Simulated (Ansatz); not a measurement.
Runs of Ansatz 0.2.0 on HfB. It takes space group Fm-3m (No. 225, cubic). Conventional cell: a = 4.620 Å, b = 4.620 Å, c = 4.620 Å, α = 90.00°, β = 90.00°, γ = 90.00°. Hf (site symmetry m-3m) has 6 B at 2.31 Å as nearest neighbours. B (site symmetry m-3m) is surrounded by 6 Hf at 2.31 Å. 

```csv
level,gap on the mesh (eV),pressure (GPa),relaxed volume (Å³/atom)
PBEsol+D4,none,0.0,(a)
RPBE+D4,none,0.0,(b)
PBEsol+D3(BJ),none,0.0,13.38
RPBE+D3(BJ),none,0.0,12.25
revPBE+D3(BJ),none,0.0,13.68
```

Alike in all rows: task relaxation of cell and atoms; potentials or basis Ansatz PAW; no spin polarisation; cell relaxed; k mesh 10 × 10 × 10; cutoff (eV) 420; smearing fermi-dirac 0.05 eV.

Task: Fill in the values left out.

Result: (a) 13.56; (b) 13.77.

Caveats: the plane-wave basis is chosen anew once the cell has moved, so the energies of steps on either side of that aren't comparable; pairwise dispersion overbinds metals, which lowers pressure and volume; the PAW data sets come from PBE, with cores solved anew for the run's functional, which leaves a small shift of forces and pressure; the volume moved by +12 % from the deposited cell, more than functionals usually miss (some runs); the volume moved by +11 % from the deposited cell, more than functionals usually miss (some runs).

A k mesh can miss the band edges, and the runs leave out spin-orbit coupling on Hf.

A gap of «none» marks a metal or a gap under the smearing width.

Runs at the PBE level aren't shown here.
